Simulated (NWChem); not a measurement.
# BaF (SMILES [F][Ba]): levels of theory compared

Aim: a comparison of 6 runs (UHF/def2-SVP, UPBE0/def2-TZVP, UPBE/def2-SVP, UPBE/def2-SVPD, UMP2/def2-TZVP, UCCSD(T)/def2-TZVP) of BaF. 

The calculation is run with NWChem 7.3.0.

5 further runs of the same task are left out: 5 set aside as unsound or not needed. Runs told in other sessions of the task aren't counted.

### Step 1. The structure to begin with

BaF: 2 atoms, total charge 0, spin state doublet. As SMILES, `[F][Ba]`. The coordinates come from a PBE0-D4/def2-TZVP relaxation.

Bond lengths: F1–Ba2 2.149 Å.

### Step 2. Energy and gradient at UHF/def2-SVP (core potential) (run 1)

File run.py:

```python
from ase import Atoms
from ase.calculators.nwchem import NWChem

atoms = Atoms(['F', 'Ba'], positions=[
    [0.000000, 0.000000, -0.084190],
    [-0.000000, -0.000000, 2.064510],
])

calc = NWChem(
    label='m1',
    theory='scf',
    memory='2200 mb',
    basis='def2-SVP',
    basispar='spherical bse',
    scf={'nopen': '1', 'uhf': None, 'thresh': '1e-08', 'maxiter': '80'},
    **{'ecp bse': {'Ba library': 'def2-SVP'}},
)
atoms.calc = calc

forces = atoms.get_forces()
print("Total energy (eV):", round(atoms.get_potential_energy(), 6))
print("forces (eV/A):")
for s, f in zip(atoms.symbols, forces):
    print(f"{s:2s} {f[0]:10.5f} {f[1]:10.5f} {f[2]:10.5f}")
```

Command:

```console
$ export ASE_NWCHEM_COMMAND="nwchem PREFIX.nwi > PREFIX.nwo"
$ python run.py
```

The program printed:

```text
Total energy (eV): -3388.154425
forces (eV/A):
F    -0.00000    0.00000   -0.97316
Ba    0.00000   -0.00000    0.97316
```

The calculator wrote m1.nwi:

```
title "m1"

permanent_dir m1

scratch_dir m1

start m1

geometry units angstrom nocenter noautosym noautoz
  F  0.0000000000000000e+00 0.0000000000000000e+00 -8.4190000000000001e-02
  Ba -0.0000000000000000e+00 -0.0000000000000000e+00 2.0645099999999998e+00
end

memory 2200 mb

basis spherical bse noprint
   * library def2-SVP
end

scf
  nopen 1
  uhf
  thresh 1e-08
  maxiter 80
end
ecp bse
  Ba library def2-SVP
end

task scf gradient
```

m1.nwo:

```text
Northwest Computational Chemistry Package (NWChem) 7.3.0
             --------------------------------------------------------

           Job information
           ---------------

    nwchem branch   = 7.3.0
    use scalapack   = T
    input           = m1.nwi
    prefix          = m1.
    data base       = m1/m1.db
    status          = startup
    nproc           =        1

           Memory information
           ------------------

    heap     =     72089596 doubles =      550.0 Mbytes
    stack    =     72089601 doubles =      550.0 Mbytes
    global   =    144179200 doubles =     1100.0 Mbytes (distinct from heap & stack)
    total    =    288358397 doubles =     2200.0 Mbytes
    verify   = yes
    hardfail = no

[... 33 lines left out ...]
            Nuclear Dipole moment (a.u.)
[... 61 lines left out ...]
 1-e energy   =    -223.681323
[... 7 lines left out ...]
         Quadratically convergent UHF
[... 14 lines left out ...]
       Final UHF  results
[... 3 lines left out ...]
      One electron energy =   -226.416614397898
[... 1 line left out ...]
 Nuclear repulsion energy =     22.165007869862
[... 32 lines left out ...]
          Final beta eigenvalues
[... 217 lines left out ...]
                     UHF Final Beta Molecular Orbital Analysis
[... 249 lines left out ...]
                              NWChem Gradients Module
                              -----------------------

                                        m1

  wavefunction    =   UHF

                         UHF ENERGY GRADIENTS

    atom               coordinates                        gradient
                 x          y          z           x          y          z
   1 F       0.000000   0.000000  -0.159096    0.000000  -0.000000   0.018925
   2 Ba      0.000000   0.000000   3.901358   -0.000000   0.000000  -0.018925

                 ----------------------------------------
                 |  Time  |  1-e(secs)   |  2-e(secs)   |
                 ----------------------------------------
                 |  CPU   |       0.00   |       1.05   |
                 ----------------------------------------
                 |  WALL  |       0.00   |       1.05   |
                 ----------------------------------------

 Task  times  cpu:       12.7s     wall:       12.7s
 Total times  cpu:       12.7s     wall:       12.7s
```

Wall time 14 s (1 thread of Intel Xeon Platinum 8488C (Sapphire Rapids), shared host); peak memory 0.1 GiB.

### Step 3. Energy and forces at UPBE0/def2-TZVP (core potential) (run 2)

File baf.nw:

```
start baf
memory 2200 mb
geometry noautosym nocenter noautoz
  F     0.000000    0.000000   -0.084190
  Ba    0.000000    0.000000    2.064510
end
basis "ao basis" spherical bse
  * library def2-TZVP
end
ecp bse
  Ba library def2-TZVP
end
dft
  xc pbe0
  mult 2
  grid xfine
  convergence energy 1e-08
  iterations 100
  mulliken
  print low
end
task dft gradient
```

Command:

```console
$ nwchem baf.nw > baf.out
```

The program printed:

```text
[...]
 d= 0,ls=0.0,diis     1   -125.2222638281 -1.47D+02  1.32D-02  2.36D-01     1.9
[...]
 d= 0,ls=0.0,diis    11   -125.3405119386 -4.95D-09  1.31D-06  9.91D-11    18.9
[...]
         Total DFT energy =     -125.340511938635
      One electron energy =     -226.581626832416
           Coulomb energy =       93.176913911907
    Exchange-Corr. energy =      -14.100806887989
 Nuclear repulsion energy =       22.165007869862
[...]
      Total Density - Mulliken Population Analysis
     ---------------------------------------------
    Atom       Charge   Shell Charges
 -----------   ------   -------------------------------------------------------
    1 F    9     9.61   0.77  1.20  0.61  0.95  0.44  2.26  2.13  1.24  0.00  0.00  0.00
    2 Ba  10     9.39   0.04 -0.38  1.73  0.59  0.50  0.41  3.42  2.52  0.17 -0.02  0.22  0.10  0.03  0.05
[...]
      <S2> =      0.7502 (Exact =     0.7500)
                         DFT ENERGY GRADIENTS
    atom               coordinates                        gradient
                 x          y          z           x          y          z
   1 F       0.000000   0.000000  -0.159096    0.000000  -0.000000   0.000003
   2 Ba      0.000000   0.000000   3.901358   -0.000000   0.000000  -0.000003
 Task  times  cpu:       23.6s     wall:       23.6s
 Total times  cpu:       23.6s     wall:       23.6s
```

It took 24 s on 1 thread of Intel Xeon Platinum 8488C (Sapphire Rapids), shared host; peak memory 0.13 GiB.

Runs 3 to 5 aren't shown in full; the table further down has their settings and results.

### Step 4. A single-point energy at UCCSD(T)/def2-TZVP (core potential) (run 6)

File baf.nw:

```
start baf
memory total 2200 mb
charge 0
geometry noautosym nocenter noautoz
 F      0.000000     0.000000    -0.084190
 Ba     0.000000     0.000000     2.064510
end
basis spherical bse
 * library def2-TZVP
end
ecp bse
 Ba library def2-TZVP
end
scf
 doublet
 uhf
 thresh 1e-08
 maxiter 80
 noprint "final vectors analysis"
end
tce
 scf
 ccsd(t)
 freeze core 1
 maxiter 60
end
task tce
```

Command:

```console
$ nwchem baf.nw > baf.out
```

The program printed:

```text
[...]
  functions       =    71
[...]
  wavefunction    = UHF
[...]
         Total SCF energy =   -124.666631109645
      One electron energy =   -226.589366243586
      Two electron energy =     79.757727264078
 Nuclear repulsion energy =     22.165007869862
                       Sz =      0.5000
                 Sz(Sz+1) =      0.7500
                      S^2 =      0.7504
[...]
         Wavefunction type : Unrestricted Hartree-Fock
          No. of electrons :    19
[...]
         Spin multiplicity : doublet
[...]
 CCSD total energy / hartree       =      -125.094224049642776
[...]
 CCSD[T] total energy / hartree       =      -125.107826607031882
[...]
 CCSD(T) total energy / hartree       =      -125.106796451192750
[...]
```

It took 87 s on 1 thread of Intel Xeon Platinum 8488C (Sapphire Rapids), shared host; peak memory 0.92 GiB.

### Step 5. Overview of the runs

```
run                                level  core potential  iteration cap  energy (Eh)  dipole moment (D) of the reference  HOMO energy (eV)  LUMO energy (eV)  wall time
  1        UHF/def2-SVP (core potential)        def2-SVP             80  -124.512380                                2.40             -4.44              0.13       14 s
  2     UPBE0/def2-TZVP (core potential)       def2-TZVP            100  -125.340512                                   –                 –                 –       24 s
  3       UPBE/def2-SVP (core potential)        def2-SVP            100  -125.211799                                2.61             -2.92             -2.21       42 s
  4      UPBE/def2-SVPD (core potential)       def2-SVPD            100  -125.224992                                2.93             -2.95             -2.15       51 s
  5      UMP2/def2-TZVP (core potential)       def2-TZVP             80  -125.084277                                2.85             -4.47              0.16       45 s
  6  UCCSD(T)/def2-TZVP (core potential)       def2-TZVP             80  -125.106796                                   –                 –                 –       87 s
```

### Step 6. Results

| quantity | value |
| --- | --- |
| run 6: total energy | -125.10680 Eh |
| run 6: correlation energy (1 core orbital frozen) | -440.2 mEh |
| run 6: (T) correction | -12.57 mEh |
| run 6: ⟨S²⟩ of the reference determinant | 0.750 |

In words: Over runs 1, 3, 4 the dipole moment (its size) runs from 2.40 D (UHF/def2-SVP) to 2.93 D (UPBE/def2-SVPD). The two ends differ in method and basis. Totals of different functionals can't be ranked against each other. All runs together took 4.4 min, the longest 87 s.
